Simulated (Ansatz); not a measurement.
Runs of Ansatz 0.2.0 on Ba2Tl5V3O12. The structure is tetragonal, space group P-4 (No. 81). The conventional cell has a = 6.545 Å, b = 6.545 Å, c = 13.575 Å, α = 90.00°, β = 90.00°, γ = 90.00°. Around Ba (site symmetry 2) lie 8 O at 2.82 to 2.88 Å. V (site symmetry -4) has 4 O at 1.73 Å as nearest neighbours. V (site symmetry -4) is surrounded by 4 O at 1.74 Å. Around V (site symmetry -4) lie 4 O at 1.73 Å. Around Tl (site symmetry 2) lie 4 O at 2.65 to 2.67 Å. Around Tl (site symmetry 2) lie 4 O at 2.69 Å. Around Tl (site symmetry -4) lie 4 O at 3.29 Å and 4 Tl at 3.30 Å. O (site symmetry 1) has 1 V at 1.73 Å as nearest neighbours. The cell was built by a generator and needn't be a form met in nature.

```csv
task,level,cell,k mesh,points for each segment of the path,gap on the mesh (eV),pressure (GPa),moment (μB),relaxed volume (Å³/atom),largest force (eV/Å)
band structure,BLYP,as given,4 × 4 × 2,10,0.96,1.9,0.00,-,(b)
band structure,PBEsol,as given,4 × 4 × 2,10,(a),-2.3,0.00,-,0.36
relaxation of cell and atoms,BLYP,relaxed,3 × 3 × 2,-,0.70,0.0,0.00,(c),-
relaxation of cell and atoms,PBEsol,relaxed,3 × 3 × 2,-,1.26,0.0,0.00,23.43,-
```

Alike in all rows: potentials or basis Ansatz PAW; spin collinear, ferromagnetic start; cutoff (eV) 420; smearing fermi-dirac 0.05 eV.

**Question.** Fill in the values left out.

**Answer.** (a) 0.92; (b) 0.28; (c) 29.90.

Caveats: spin-orbit coupling is left out, which as a rule narrows the gap of such compounds by several tenths of an eV; the PAW data sets come from PBE, with cores solved anew for the run's functional, which leaves a small shift of forces and pressure; the starting moments weren't kept; odd divisions of the mesh miss points on the zone boundary, where band edges often lie, so the gap on the mesh can be too wide (some runs); the plane-wave basis is chosen anew once the cell has moved, so the energies of steps on either side of that aren't comparable (some runs).

A k mesh can miss the band edges, and the runs leave out spin-orbit coupling on Ba, Tl.

Runs at the PBE level aren't shown here.
